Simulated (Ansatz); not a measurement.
# MnPt2 (P-3m1) in Ansatz: settings compared

One crystal, MnPt2, is run at these levels: PBE+D3(BJ), LDA; tasks: relaxation of cell and atoms.

Program: Ansatz 0.2.0. These are calculated values, not measurements. Logs are shortened: lines on timing, memory, paths and dates and some standing lists are left out, and cuts for length are marked.

## Step 1: The crystal as given

Symmetry: P-3m1, No. 164, trigonal system. Conventional cell: a = 2.858 Å, b = 2.858 Å, c = 6.533 Å, α = 90.00°, β = 90.00°, γ = 120.00°. Pt (site symmetry 3m) is surrounded by 3 Mn at 2.64 Å and 9 Pt at 2.86 to 2.91 Å. Mn (site symmetry -3m) is surrounded by 6 Pt at 2.64 Å and 6 Mn at 2.86 Å.

The cell comes from a database or a generator and needn't be the stable form of this composition.

## Step 2: Relaxation of cell and atoms, PBE+D3(BJ), collinear spin, ferromagnetic start

Contents of input.yaml:

```yaml
crystal:
  lattice:
    - [2.8584044518, 0.0, 0.0]
    - [-1.4292022259, 2.4754508696, 0.0]
    - [0.0, 0.0, 6.532504]
  atoms:
    - { symbol: Pt, position: [0.6666666667, 0.3333333333, 0.316206] }
    - { symbol: Pt, position: [0.3333333333, 0.6666666667, 0.683794] }
    - { symbol: Mn, position: [0.0, 0.0, 0.0], spin: 4.0 }
hamiltonian:
  xc: pbe
  pseudopotentials: { kind: paw }
  dispersion: d3bj
magnetization:
  spin_polarized: true
kpoints:
  mp_grid: { grid: [11, 11, 4] }
scf:
  occupations: { method: fermi_dirac, width: 0.05 }
output:
  forces: true
  stress: true
  eigenvalues: true
relax:
  f_tol: 0.01
  max_steps: 40
  cell: { stress_tol: 0.05 }
```

Potentials or basis: Ansatz PAW.

Run with:

```bash
$ ansatz run input.yaml --threads 2 --pin off --max-ram 5632MiB --backend cpu --events-out ev --progress --plain --runs-dir out
```

The log of the run:

```text
Warning: RAYON_NUM_THREADS=2 ignored (pool sized by the plan → 2); use --threads N
Engine: ansatz 0.2.0, x86_64-unknown-linux-gnu
Pseudopotentials: kind: paw
Pseudopotential: Pt, paw, valence charge 18, recommended cutoff 420 eV (normal), Pt.paw.azcp
Pseudopotential: Mn, paw, valence charge 15, recommended cutoff 420 eV (normal), Mn.paw.azcp
Functional definition: PBE
  parameter kappa = 0.804
  parameter beta = 0.06672455060314922
  exchange = pbe_x(kappa = kappa, mu = beta*pi^2/3)
  correlation = pbe_c(beta = beta)
Crystal: 3 atoms, lattice volume = 46.223 Å³
Basis set: ecut = 420 eV, 897 PW (Γ), exchange–correlation on 40×40×90 points (8 copies of the dense FFT grid, shifted against one another)
Bands: 33, of which v1, the nominal top of the filled ones, is band 26 counted from 1 (25 counted from 0)
Symmetry: 12 space group operations
Space group: P-3m1 (ITA 164), of the structure as read, at distance tolerance 3.6e-5 Å
Magnetic group: BNS 164.85 (UNI 1315), of the structure as read, at distance tolerance 3.6e-5 Å
k-points: 58 of 484
Non-local potential: Pt, projectors of the file, l = 0: 3, l = 1: 2, l = 2: 2, l = 3: 1
Non-local potential: Mn, projectors of the file, l = 0: 3, l = 1: 2, l = 2: 3, l = 3: 1
PAW form: soft (Blöchl's): semilocal exchange-correlation on the pseudo side does not see the compensation charge
PAW one-centre angular grid: Pt, 590 points (default); XC on 64 Gauss nodes
PAW one-centre angular grid: Mn, 590 points (default); XC on 64 Gauss nodes
Initial density: superposition of atomic densities (chi_scale 0.1, normalization cell, long waves kept (reshape's long-wave potential 0.20 eV rms))
Starting moments: Σ|m| = 4 μB on 1 of 3 sites
Initial wavefunctions: pseudopotential atomic-orbital guess
Functional: x = pbe(κ = 0.804, μ = 0.2195149727645171), c = pbe(β = 0.06672455060314922)
SCF iter   1: F=—  HF=-28951.151860 eV  |F-HF|=—  |Δ(HF+E_count)|=         —  Δρ=1.31e-1 (↑1.01e-1 ↓1.31e-1)  dr2=7.14e1  dr2_m=1.57e-1  M=3.442 μB ∫|m|=3.522 μB  β_m=0.30  ethr=3.10e-3  ⟨swp⟩=5.7  Hψ=13247  notcnv=0
Mixer restart at iter 1: flushing history
preconditioner: auto → Kerker (q_TF=auto, 2.773 Å⁻¹)  [metal: Δε(μ)=0.008 eV  Ē_g=7.837 eV  σ=0.050 eV  W_gap=0.04  n_scr=22 (ndim 8)  ℏωp=28.4 eV  f_vac=0.000  D(μ)=3.46/eV (n_scr^D=36)]
spin=Collinear: Kerker preconditioning applied to the charge; magnetization (m = ρ↑ − ρ↓) channel mixes plain (no charge-response kernel on spin).
SCF iter   2: F=—  HF=-28949.454210 eV  |F-HF|=—  |Δ(HF+E_count)|=    1.70e0  Δρ=6.83e-2 (↑4.62e-2 ↓6.83e-2)  dr2=2.53e1  dr2_m=1.19e-1  M=3.553 μB ∫|m|=3.644 μB  β_m=0.43  ethr=3.10e-3  ⟨swp⟩=3.0  Hψ=8218  notcnv=0  defer=125
SCF iter   3: F=—  HF=-28947.476019 eV  |F-HF|=—  |Δ(HF+E_count)|=    1.98e0  Δρ=1.98e-2 (↑1.70e-2 ↓1.98e-2)  dr2=4.01e0  dr2_m=2.04e-2  M=3.865 μB ∫|m|=3.946 μB  β_m=0.50  ethr=3.10e-3  ⟨swp⟩=2.8  Hψ=7126  notcnv=0  defer=130
SCF iter   4: F=—  HF=-28946.969672 eV  |F-HF|=—  |Δ(HF+E_count)|=   5.06e-1  Δρ=1.56e-2 (↑1.53e-2 ↓1.56e-2)  dr2=5.04e-1  dr2_m=1.18e-2  M=4.043 μB ∫|m|=4.128 μB  β_m=0.68  ethr=3.10e-3  ⟨swp⟩=2.3  Hψ=5419  notcnv=0  defer=134
[... 107 lines left out ...]
Magnetization: 4.3335 μB (27.6668 up, 23.3332 down)
Absolute magnetization: 4.4265 μB (∫|ρ↑−ρ↓|, with the PAW one-centre terms)
Spin contamination: 0.0959 ħ² per cell (⟨S²⟩ above its minimum at these occupations)
Per-site moments (μB) at R_I (Å): [(0.28812692261879647, 1.0853543995018187), (0.28812692261879674, 1.0853543995018187), (3.5941942306310484, 1.0853543995018187)]
Free energy (F): -28947.192180 eV
Harris-Foulkes:  -28947.192180 eV  (|F-HF|=3.64e-12)
Internal energy: -28947.168119 eV  (E = F + TS)
E sigma→0 (E₀):  -28947.180150 eV
Entropy (-TS):   -0.024060 eV (-8.020 meV/atom)
Fermi energy:    20.813336 eV
--- Per-component energies (eV) ---
  E_band       = -498.627128
  E_kinetic    = 1579.096054
  E_local      = -4827.985717  (includes V_loc(G=0)·N_el)
  E_nonlocal   = 646.448229
  E_hartree    = 1867.920418
  E_xc         = -637.391933
  E_vxc        = -751.359412  (∫ρ·V_xc dr)
  E_paw        = -20211.381165  (= ΣΔE_a)
  E_vpaw       = -880.667431  (= ΣTr[D̂ρ^β])
  E_aug_tail   = 0.000372  (compensation charges beyond the density's cutoff)
  E_ewald      = -7362.102600
  E_disp       = -1.771777  (pairwise vdW)
  E_smearing   = -0.024060  (= −TS)
  E_closure    = -0.000000  (closes the sum)
  Σ components = -28947.192180   (vs F -28947.192180, Δ=0.00e0)
--- Forces (eV/Å), atoms counted from 1 ---
  atom   1  Pt    -0.00000000    -0.00000000     0.00234030
  atom   2  Pt     0.00000000     0.00000000    -0.00234030
  atom   3  Mn    -0.00000000     0.00000000     0.00000000
  max |Σ_I F_I| component: 4.63e-18 eV/Å
--- Stress (GPa, compression-positive) ---
        0.019813      -0.000000      -0.000000
       -0.000000       0.019813       0.000000
       -0.000000       0.000000       0.049386
  P = ⅓ Tr σ = 0.0297 GPa (0.297 kbar)
--- Band table (eV; the first three rows and the last of 116) ---
  k-point 0 ↑: bands = ["-77.7153", "-77.7063", "-60.0730", "-32.0296", "-31.8845", "-31.8082", "-31.8082", "-31.7887", "-31.7887", "-28.7993", "-28.7403", "-28.7403", "11.1321", "13.3602", "14.6923", "17.0696", "17.0696", "17.2233", "17.2233", "17.3386", "17.8873", "17.8873", "17.9576", "18.5494", "19.2570", "19.2570", "19.7439", "19.7439", "20.0721", "20.0721", "30.7901", "31.7683", "35.9091"]
  k-point 1 ↑: bands = ["-77.7153", "-77.7063", "-60.0731", "-32.0345", "-31.8792", "-31.8084", "-31.8084", "-31.7886", "-31.7886", "-28.7997", "-28.7403", "-28.7403", "11.3851", "13.0296", "14.5288", "16.7194", "17.0554", "17.0554", "17.2675", "17.2675", "17.9678", "17.9678", "18.1905", "19.1992", "19.1992", "19.2945", "19.2945", "19.6541", "20.4869", "20.4869", "28.3674", "34.1096", "35.5243"]
  k-point 2 ↑: bands = ["-77.7153", "-77.7063", "-60.0731", "-32.0391", "-31.8742", "-31.8085", "-31.8085", "-31.7884", "-31.7884", "-28.8001", "-28.7403", "-28.7403", "11.8780", "12.4236", "14.4010", "16.5467", "17.0280", "17.0280", "17.3467", "17.3467", "18.0359", "18.0359", "18.1545", "19.0309", "19.0309", "19.1418", "19.1418", "20.7064", "20.7064", "20.7393", "26.8851", "35.2832", "35.4822"]
  k-point 57 ↓: bands = ["-77.5125", "-77.5116", "-56.0983", "-31.8652", "-31.8475", "-31.8023", "-31.7757", "-31.6849", "-31.6714", "-24.9896", "-24.9562", "-24.9527", "15.7381", "15.7722", "16.1817", "16.5519", "16.5998", "16.8111", "17.2658", "18.2361", "18.4807", "18.8254", "21.4074", "21.9467", "22.0614", "22.1736", "23.3252", "25.6857", "26.0205", "26.1785", "26.8600", "28.1183", "29.0191"]
--- Relaxed structure (5 steps of the walk, 4 accepted, 1 SCFs on fresh bases) ---
  F+E_penalty+E_count = -28947.19217982 eV   max|allowed force component| = 2.340e-3 eV/Å   (the final SCF, on the basis selected at the relaxed cell)
  cell:  # Å, volume = 44.3372 Å³
    - [2.795066387260041, 1.4316950371585868e-33, -4.8958616271038574e-33]
    - [-1.3975331936300206, 2.420598496631189, -7.347921785225877e-34]
    - [-1.6797869779731157e-32, -1.4475381697142245e-32, 6.553192179547298]
  atoms:
    - { symbol: Pt, position: [0.6666666666666666, 0.3333333333333333, 0.3171266824159684] }
    - { symbol: Pt, position: [0.3333333333333333, 0.6666666666666666, 0.6828733175840317] }
    - { symbol: Mn, position: [7.299261324212834e-34, 0.0, 1.1064692012797381e-20] }
```

It took 14 s on 2 threads of AMD EPYC 9R45 (Zen 5), shared host; peak memory 0.52 GiB.

What came out:

| Item | Value |
| --- | --- |
| Free energy | -28947.1922 eV |
| Relaxed volume | 14.78 Å³/atom |
| Relaxed cell | a = 2.795 Å, b = 2.795 Å, c = 6.553 Å, α = 90.00°, β = 90.00°, γ = 120.00° |
| Space group after relaxing (to 0.05 Å) | P-3m1 (No. 164) |
| Energy gained by relaxing | 15.5 meV/atom |
| Ionic steps | 5 |
| Pressure after relaxing | 0.0 GPa |
| Band gap on the k mesh | none (metal or under the smearing width) |
| Net moment | 4.33 μB per cell |
| Absolute moment | 4.43 μB per cell |
| Site moments | Pt +0.29; Mn +3.59 μB |

Forces on the atoms (eV/Å):
```
Pt   0.000  0.000  0.002
Pt   0.000  0.000 -0.002
Mn   0.000  0.000  0.000
```

The path:
| step | energy change (eV) | largest force (eV/Å) | volume (Å³) |
| --- | --- | --- | --- |
| 1 | 0.0000 | 0.0170 | 46.22 |
| 2 | -0.0460 | 0.0199 | 44.55 |
| 3 | -0.0473 | 0.0135 | 44.30 |
| 4 | -0.0474 | 0.0023 | 44.34 |
| 5 | -0.0464 | 0.0023 | 44.34 |

Final structure:
```
Pt Mn
1.0
     2.79507    0.00000    0.00000
    -1.39753    2.42060    0.00000
     0.00000    0.00000    6.55319
Pt Mn
2 1
Direct
  0.66667 0.33333 0.31713
  0.33333 0.66667 0.68287
  0.00000 0.00000 0.00000
```

Caveat: the plane-wave basis is chosen anew once the cell has moved, so the energies of steps on either side of that aren't comparable; pairwise dispersion overbinds metals, which lowers pressure and volume.

## Step 3: Relaxation of cell and atoms, LDA, collinear spin, ferromagnetic start

Changes to input.yaml since step 2:

```diff
@@ -10,5 +10,4 @@
 hamiltonian:
-  xc: pbe
+  xc: lda
   pseudopotentials: { kind: paw }
-  dispersion: d3bj
 magnetization:
```

Potentials or basis: Ansatz PAW.

Run with:

```bash
$ ansatz run input.yaml --threads 2 --pin off --max-ram 5632MiB --backend cpu --events-out ev --progress --plain --runs-dir out
```

The log of the run:

```text
Warning: RAYON_NUM_THREADS=2 ignored (pool sized by the plan → 2); use --threads N
[... 4 set-up lines as earlier in the session ...]
Functional definition: SPW92
  exchange = slater_x
  correlation = pw_c
Crystal: 3 atoms, lattice volume = 46.223 Å³
Basis set: ecut = 420 eV, 897 PW (Γ)
Bands: 33, of which v1, the nominal top of the filled ones, is band 26 counted from 1 (25 counted from 0)
[... 2 set-up lines as earlier in the session ...]
Magnetic group: BNS 164.85 (UNI 1315), of the structure as read, at distance tolerance 3.6e-5 Å
k-points: 58 of 484
[... 3 set-up lines as earlier in the session ...]
PAW frozen core: Pt, regenerated for the run's functional, and the local potential with it (the file was generated under x = pbe(κ = 0.804, μ = 0.2195149727645171), c = pbe(β = 0.06672455060314922))
PAW frozen core: Mn, regenerated for the run's functional, and the local potential with it (the file was generated under x = pbe(κ = 0.804, μ = 0.2195149727645171), c = pbe(β = 0.06672455060314922))
[... 3 set-up lines as earlier in the session ...]
Starting moments: Σ|m| = 4 μB on 1 of 3 sites
[... 1 set-up line as earlier in the session ...]
Functional: x = slater, c = lda
SCF iter   1: F=—  HF=-28335.421481 eV  |F-HF|=—  |Δ(HF+E_count)|=         —  Δρ=1.34e-1 (↑1.01e-1 ↓1.34e-1)  dr2=7.27e1  dr2_m=2.01e-1  M=3.386 μB ∫|m|=3.437 μB  β_m=0.30  ethr=3.10e-3  ⟨swp⟩=5.7  Hψ=13255  notcnv=0
Mixer restart at iter 1: flushing history
preconditioner: auto → Kerker (q_TF=auto, 2.773 Å⁻¹)  [metal: Δε(μ)=0.005 eV  Ē_g=7.805 eV  σ=0.050 eV  W_gap=0.03  n_scr=22 (ndim 8)  ℏωp=28.4 eV  f_vac=0.000  D(μ)=3.44/eV (n_scr^D=36)]
spin=Collinear: Kerker preconditioning applied to the charge; magnetization (m = ρ↑ − ρ↓) channel mixes plain (no charge-response kernel on spin).
SCF iter   2: F=—  HF=-28333.601284 eV  |F-HF|=—  |Δ(HF+E_count)|=    1.82e0  Δρ=6.99e-2 (↑4.77e-2 ↓6.99e-2)  dr2=2.57e1  dr2_m=1.63e-1  M=3.472 μB ∫|m|=3.533 μB  β_m=0.43  ethr=3.10e-3  ⟨swp⟩=3.0  Hψ=8248  notcnv=0  defer=122
SCF iter   3: F=—  HF=-28331.597252 eV  |F-HF|=—  |Δ(HF+E_count)|=    2.00e0  Δρ=2.10e-2 (↑1.67e-2 ↓2.10e-2)  dr2=4.29e0  dr2_m=2.18e-2  M=3.720 μB ∫|m|=3.769 μB  β_m=0.50  ethr=3.10e-3  ⟨swp⟩=2.8  Hψ=7194  notcnv=0  defer=128
SCF iter   4: F=—  HF=-28331.046801 eV  |F-HF|=—  |Δ(HF+E_count)|=   5.50e-1  Δρ=1.68e-2 (↑1.68e-2 ↓1.43e-2)  dr2=5.56e-1  dr2_m=4.57e-3  M=3.830 μB ∫|m|=3.878 μB  β_m=0.65  ethr=3.10e-3  ⟨swp⟩=2.3  Hψ=5426  notcnv=0  defer=129
SCF iter   5: F=—  HF=-28331.141631 eV  |F-HF|=—  |Δ(HF+E_count)|=   9.48e-2  Δρ=1.04e-2 (↑3.37e-3 ↓1.04e-2)  dr2=5.20e-2  dr2_m=1.36e-2  M=3.960 μB ∫|m|=4.005 μB  β_m=0.83  ethr=1.09e-3  ⟨swp⟩=2.4  Hψ=6282  notcnv=0  defer=131
SCF iter   6: F=—  HF=-28331.203160 eV  |F-HF|=—  |Δ(HF+E_count)|=         —  Δρ=1.72e-2 (↑1.72e-2 ↓1.01e-2)  dr2=2.06e-2  dr2_m=7.58e-2  M=4.289 μB ∫|m|=4.334 μB  β_m=0.83  ethr=1.02e-4  ⟨swp⟩=2.5  Hψ=6749  notcnv=0  defer=134
[... 95 lines left out ...]
SCF iter  11: F=—  HF=-28331.445695 eV  |F-HF|=—  |Δ(HF+E_count)|=  2.18e-11  Δρ=1.06e-7 (↑1.06e-7 ↓1.01e-7)  dr2=3.91e-11  dr2_m=4.17e-14  M=3.152 μB ∫|m|=3.198 μB  β_m=0.75  ethr=1.00e-12  ⟨swp⟩=1.0  Hψ=3832  notcnv=0
SCF iter  12: F=-28331.445695 eV  HF=-28331.445695 eV  |F-HF|=3.64e-12  |Δ(HF+E_count)|=    0.00e0  Δρ=9.49e-8 (↑9.49e-8 ↓5.40e-8)  dr2=1.91e-11  dr2_m=1.77e-13  M=3.152 μB ∫|m|=3.198 μB  ethr=1.00e-12  ⟨swp⟩=3.1  Hψ=13941  notcnv=0
SCF 6 converged in 12 iterations: F = -28331.445695 eV  dr2 = 1.91e-11
relax step   6: F+E_penalty+E_count = -28331.44569510 eV  Δ(F+E_penalty+E_count) = +1.401e-3 eV  max|allowed force component| = 1.807e-3 eV/Å  Δτ_max = 0.0000 Å  P = +0.022 GPa  Ω = 41.483 Å³  stress off target by 3.92e-2 GPa  SCF on the basis re-selected at this cell (its energy is not comparable with the rows above)  (12 SCF iters)
basis re-selected at this cell: Δ(F+E_penalty+E_count) = +1.401e-3 eV, ΔP = +0.001 GPa vs the last step (what re-selecting the basis moved, of the pressure what is left beyond the Pulay correction that the steps carried, after the strain that the cell walked since its last selection, with what the two solves' SCF thresholds leave and, on support functions, any second-order correction that the steps lacked; it is no measure of the basis error at this ecutwfc). This SCF's stress stands 3.92e-2 GPa from its target on what of the cell is left free (relax.cell.stress_tol is 5.00e-2 GPa) and its largest allowed force component is 1.81e-3 eV/Å (relax.f_tol is 1.00e-2 eV/Å): within both
SCF converged after 12 iterations
Magnetization: 3.1518 μB (27.0759 up, 23.9241 down)
Absolute magnetization: 3.1989 μB (∫|ρ↑−ρ↓|, with the PAW one-centre terms)
Spin contamination: 0.0897 ħ² per cell (⟨S²⟩ above its minimum at these occupations)
Per-site moments (μB) at R_I (Å): [(0.17584366039615387, 1.0678638999483188), (0.17584366039615384, 1.0678638999483188), (2.6704139893048113, 1.0678638999483188)]
Free energy (F): -28331.445695 eV
Harris-Foulkes:  -28331.445695 eV  (|F-HF|=3.64e-12)
Internal energy: -28331.410791 eV  (E = F + TS)
E sigma→0 (E₀):  -28331.428243 eV
Entropy (-TS):   -0.034904 eV (-11.635 meV/atom)
Fermi energy:    22.228891 eV
--- Per-component energies (eV) ---
  E_band       = -437.960381
  E_kinetic    = 1585.707424
  E_local      = -4596.594292  (includes V_loc(G=0)·N_el)
  E_nonlocal   = 660.580296
  E_hartree    = 1778.206330
  E_xc         = -636.115244
  E_vxc        = -753.940115  (∫ρ·V_xc dr)
  E_paw        = -19598.634596  (= ΣΔE_a)
  E_vpaw       = -890.126622  (= ΣTr[D̂ρ^β])
  E_aug_tail   = 0.000330  (compensation charges beyond the density's cutoff)
  E_ewald      = -7525.872732
  E_core_change = 1.311692  (= ΣΔE_core)
  E_smearing   = -0.034904  (= −TS)
  E_closure    = -0.000000  (closes the sum)
  Σ components = -28331.445695   (vs F -28331.445695, Δ=0.00e0)
--- Forces (eV/Å), atoms counted from 1 ---
  atom   1  Pt     0.00000000    -0.00000000    -0.00180685
  atom   2  Pt    -0.00000000     0.00000000     0.00180685
  atom   3  Mn    -0.00000000     0.00000000     0.00000000
  max |Σ_I F_I| component: 2.17e-19 eV/Å
--- Stress (GPa, compression-positive) ---
        0.039176       0.000000       0.000000
       -0.000000       0.039176       0.000000
        0.000000       0.000000      -0.011288
  P = ⅓ Tr σ = 0.0224 GPa (0.224 kbar)
--- Band table (eV; the first three rows and the last of 116) ---
  k-point 0 ↑: bands = ["-76.7687", "-76.7582", "-57.4700", "-30.9727", "-30.8052", "-30.6910", "-30.6910", "-30.6708", "-30.6708", "-26.6650", "-26.3989", "-26.3989", "11.8788", "13.9520", "15.7822", "18.1283", "18.1283", "18.1984", "18.1984", "18.2985", "19.0518", "19.4992", "19.4992", "20.0900", "20.9803", "20.9803", "21.0607", "21.0607", "21.8091", "21.8091", "32.1419", "33.4997", "37.3922"]
  k-point 1 ↑: bands = ["-76.7687", "-76.7583", "-57.4700", "-30.9782", "-30.7994", "-30.6911", "-30.6911", "-30.6707", "-30.6707", "-26.6654", "-26.3989", "-26.3989", "12.1116", "13.6948", "15.6223", "17.5702", "18.0856", "18.0856", "18.2679", "18.2679", "19.5941", "19.5941", "19.6825", "20.6523", "20.6523", "20.8222", "20.9800", "20.9800", "22.1146", "22.1146", "29.9564", "35.5357", "37.0911"]
  k-point 2 ↑: bands = ["-76.7687", "-76.7583", "-57.4700", "-30.9833", "-30.7940", "-30.6913", "-30.6913", "-30.6705", "-30.6705", "-26.6658", "-26.3989", "-26.3989", "12.5060", "13.2520", "15.4648", "17.3318", "18.0575", "18.0575", "18.3279", "18.3279", "19.7140", "19.7274", "19.7274", "20.3400", "20.3400", "20.9423", "20.9423", "21.8156", "22.3178", "22.3178", "28.5550", "36.7512", "36.8375"]
  k-point 57 ↓: bands = ["-76.6268", "-76.6257", "-54.5785", "-30.9439", "-30.9228", "-30.8554", "-30.8274", "-30.7006", "-30.6845", "-23.8911", "-23.8188", "-23.7676", "16.5629", "16.6067", "17.0090", "17.4004", "17.5091", "17.7073", "18.2225", "19.1932", "19.5315", "19.7906", "22.3621", "22.9778", "23.1912", "23.3107", "24.2276", "27.3243", "27.7031", "27.8033", "28.5729", "29.8638", "30.9256"]
--- Relaxed structure (5 steps of the walk, 5 accepted, 1 SCFs on fresh bases) ---
  F+E_penalty+E_count = -28331.44569510 eV   max|allowed force component| = 1.807e-3 eV/Å   (the final SCF, on the basis selected at the relaxed cell)
  cell:  # Å, volume = 41.4827 Å³
    - [2.710655005024547, -1.493046052338722e-32, 4.09053712969513e-33]
    - [-1.3553275025122735, 2.347496095246693, -9.82515844015726e-34]
    - [1.822934042182999e-32, -1.4022569555253838e-32, 6.519102093238617]
  atoms:
    - { symbol: Pt, position: [0.6666666666666666, 0.3333333333333333, 0.3163243820999724] }
    - { symbol: Pt, position: [0.3333333333333333, 0.6666666666666666, 0.6836756179000275] }
    - { symbol: Mn, position: [8.070756254897682e-33, 2.8527098704379534e-34, 1.1064692012797383e-20] }
```

Run time: 14 s. Hardware: 2 threads of AMD EPYC 9R45 (Zen 5), shared host; peak memory 0.51 GiB.

What came out:

```
Free energy                            : -28331.4457 eV
Relaxed volume                         : 13.83 Å³/atom
Relaxed cell                           : a = 2.711 Å, b = 2.711 Å, c = 6.519 Å, α = 90.00°, β = 90.00°, γ = 120.00°
Space group after relaxing (to 0.05 Å) : P-3m1 (No. 164)
Energy gained by relaxing              : 86.4 meV/atom
Ionic steps                            : 6
Pressure after relaxing                : 0.0 GPa
Band gap on the k mesh                 : none (metal or under the smearing width)
Net moment                             : 3.15 μB per cell
Absolute moment                        : 3.20 μB per cell
Site moments                           : Pt +0.18; Mn +2.67 μB
```

The path:
```
step  energy change (eV)  largest force (eV/Å)  volume (Å³)
   1              0.0000                0.0856        46.22
   2             -0.2001                0.7444        40.54
   3             -0.2570                0.0512        41.71
   4             -0.2604                0.0381        41.46
   5             -0.2606                0.0017        41.48
   6             -0.2592                0.0018        41.48
```

Final structure:
```
Pt Mn
1.0
     2.71066    0.00000    0.00000
    -1.35533    2.34750    0.00000
     0.00000    0.00000    6.51910
Pt Mn
2 1
Direct
  0.66667 0.33333 0.31632
  0.33333 0.66667 0.68368
  0.00000 0.00000 0.00000
```

Caveat: the plane-wave basis is chosen anew once the cell has moved, so the energies of steps on either side of that aren't comparable; the PAW data sets come from PBE, with cores solved anew for the run's functional, which leaves a small shift of forces and pressure.
